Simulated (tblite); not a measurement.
# C3H11BNP: the cost of one run

Computed with tblite 0.8.0 and PySCF 2.14.0, with density-fitted response routines of our own, on a single molecule in the gas phase. Atoms are numbered from 0 throughout.

## 1. The starting structure

17 atoms, charge 0, multiplicity 1; geometry from: force field or distance geometry start.

Bonds of the start (Å): C0–C1 1.53, C1–C2 1.53, C1–N3 1.48, N3–B4 1.52, B4–P5 1.93, C0–H6 1.12, C0–H7 1.10, C0–H8 1.11, C1–H9 1.11, C2–H10 1.11, C2–H11 1.11, C2–H12 1.12, N3–H13 1.06, B4–H14 1.18, P5–H15 1.46, P5–H16 1.46.

## 2. Optimising the geometry with GFN2-xTB

The job: settings as JSON, then the geometry in Å.

```
{"job": {"kind": "relax", "xc": "GFN2-xTB", "basis": "xTB"}, "charge": 0, "multiplicity": 1}
C     -0.867900     0.982000    -0.913300
C     -0.823500    -0.233800     0.007100
C     -1.919300    -0.131800     1.074400
N      0.494300    -0.313800     0.673000
B      1.579500    -0.823600    -0.269000
P      3.093100     0.296400    -0.685800
H     -1.884600     1.079200    -1.372600
H     -0.134600     0.887500    -1.733300
H     -0.645800     1.910200    -0.344300
H     -1.024000    -1.159400    -0.577100
H     -1.937900    -1.034500     1.714100
H     -1.773700     0.763100     1.712900
H     -2.927600    -0.049400     0.590600
H      0.451900    -1.037900     1.440300
H      1.487900    -1.882100    -0.771100
H      2.809400     1.254800     0.384500
H      4.015700    -0.494900     0.118700
```

The run is started by

```sh
$ OMP_NUM_THREADS=1 python probes_run.py task.json out
```

The driver reads the jobs from task.json and runs them one after another.

**Question.** How long does this first job take on 1 thread of Intel Xeon at 2.50GHz, shared host?

About 2.4 s.
